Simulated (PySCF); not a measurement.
# C7H7FO: the cost of one run

Programs: PySCF 2.14.0, with routines of our own; each step states its level. All values are computed. Atoms count from 0.

## Step 1: The starting structure

16 atoms, charge 0, multiplicity 1; geometry from: GFN2-xTB.

## Step 2: Geometry optimisation at PBE/def2-SV(P)

The job: settings as JSON, then the geometry in Å.

```
{"job": {"xc": "PBE", "basis": "def2-SV(P)", "grid": 1, "kind": "geom"}, "charge": 0, "multiplicity": 1}
F     -2.015166     1.761770    -0.301407
C     -1.573721     0.620502     0.356635
C     -1.994392    -0.642756    -0.441260
O     -0.812350    -1.328570    -0.876531
C      0.227142    -0.619754    -0.387394
C     -0.091288     0.475461     0.332920
C      1.119428     1.107015     0.793282
C      2.162385     0.382232     0.354610
C      1.698271    -0.803149    -0.452359
H     -2.024737     0.674882     1.353710
H     -2.581133    -1.335785     0.166247
H     -2.573224    -0.353014    -1.322007
H      1.154600     2.005123     1.380632
H      3.203192     0.583154     0.524518
H      2.019628    -1.750138    -0.017186
H      2.073766    -0.768030    -1.475820
```

On the command line:

```
$ OMP_NUM_THREADS=1 python excited_run.py task.json out
```

This one command runs all jobs of the session in turn.

**Question.** How long does this first job take on 1 thread of Arm Neoverse N1, shared host, and how much memory does it need?

About 4.3 min, with a peak of 0.6 GiB.
